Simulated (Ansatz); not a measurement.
# ClGeH7Si2: how energies converge with the basis set

One table from this session's results is given with a row withheld; the runs are named, their logs left out.

Program: Ansatz 0.2.0, Gaussian basis. Level of theory: one geometry, several basis sets. These are calculated values, not measurements.

The runs, in order: PBE0-D4/def2-SVP; ωB97M-V/def2-SVP; PBE0-D4/def2-QZVPP; ωB97M-V/def2-QZVPP; the functionals' def2-TZVPP values are taken from earlier runs.

## The geometry

The geometry comes from an earlier relaxation with PBE0-D4 in a triple-zeta def2 set; it is a stationary point, not always the lowest conformer.

SMILES `[SiH3][GeH]([SiH3])[Cl]`, 11 atoms, charge 0, spin multiplicity 1.

Atoms are counted from 1 here; the program's logs count them from 0.

Bond lengths: Si1–Ge2 2.383 Å, Si1–H5 1.485 Å, Si1–H6 1.488 Å, Si1–H7 1.485 Å, Ge2–Si3 2.383 Å, Ge2–Cl4 2.181 Å, Ge2–H8 1.541 Å, Si3–H9 1.485 Å, Si3–H10 1.485 Å, Si3–H11 1.488 Å. Angles: Ge2–Si1–H5 109.8°, Ge2–Si1–H6 109.3°, Ge2–Si1–H7 108.7°, H5–Si1–H6 109.7°, H5–Si1–H7 110.0°, H6–Si1–H7 109.4°, Si1–Ge2–Si3 115.6°, Si1–Ge2–Cl4 105.6°, Si1–Ge2–H8 111.9°, Si3–Ge2–Cl4 105.6°, Si3–Ge2–H8 111.9°, Cl4–Ge2–H8 105.3°, Ge2–Si3–H9 108.7°, Ge2–Si3–H10 109.8°, Ge2–Si3–H11 109.3°, H9–Si3–H10 110.0°, H9–Si3–H11 109.4°, H10–Si3–H11 109.7°.

Set-up of the first run:

File in.yaml:

```yaml
crystal:
  periodic: [false, false, false]
  atoms:
    - {symbol: Si, position_ang: [-1.005812, 1.510802, -0.951123]}
    - {symbol: Ge, position_ang: [-0.629981, -0.598306, 0.092618]}
    - {symbol: Si, position_ang: [1.530526, -0.902205, 1.051233]}
    - {symbol: Cl, position_ang: [-0.775225, -2.076134, -1.504612]}
    - {symbol: H, position_ang: [-2.338066, 1.517256, -1.606074]}
    - {symbol: H, position_ang: [-0.948568, 2.584284, 0.077073]}
    - {symbol: H, position_ang: [0.057975, 1.738538, -1.961452]}
    - {symbol: H, position_ang: [-1.754695, -0.958682, 1.083212]}
    - {symbol: H, position_ang: [2.555272, -0.635676, 0.010490]}
    - {symbol: H, position_ang: [1.666486, -2.292555, 1.553567]}
    - {symbol: H, position_ang: [1.707584, 0.055578, 2.175567]}
basis:
  gaussian: {orbitals: def2-SVP}
hamiltonian: {xc: pbe0, dispersion: d4}
output: {orbitals: {seedname: orbitals}}
```

The run is started by

```
$ ansatz run in.yaml --threads 4 --pin off --events-out ev --progress --plain --max-ram 10444MiB
```

Steps of the session up to this table: PBE0-D4 in def2-SVP; ωB97M-V in def2-SVP; PBE0-D4 in def2-QZVPP; ωB97M-V in def2-QZVPP.

One of the session's tables, all rows but one given; the rest of the session is left out.

It belongs to the step «Density functionals: the series». 

| functional | basis | HOMO (eV) |
| --- | --- | --- |
| PBE0-D4 | def2-SVP | -7.73 |
| PBE0-D4 | def2-TZVPP | -7.78 |
| PBE0-D4 | def2-QZVPP | -7.79 |
| ωB97M-V | def2-SVP | ? |
| ωB97M-V | def2-TZVPP | -9.76 |
| ωB97M-V | def2-QZVPP | -9.77 |

**Question.** Estimate the row for ωB97M-V, def2-SVP.

As computed: HOMO (eV): -9.67. In the column «HOMO (eV)» it lies between ωB97M-V, def2-TZVPP (-9.76) and PBE0-D4, def2-QZVPP (-7.79).
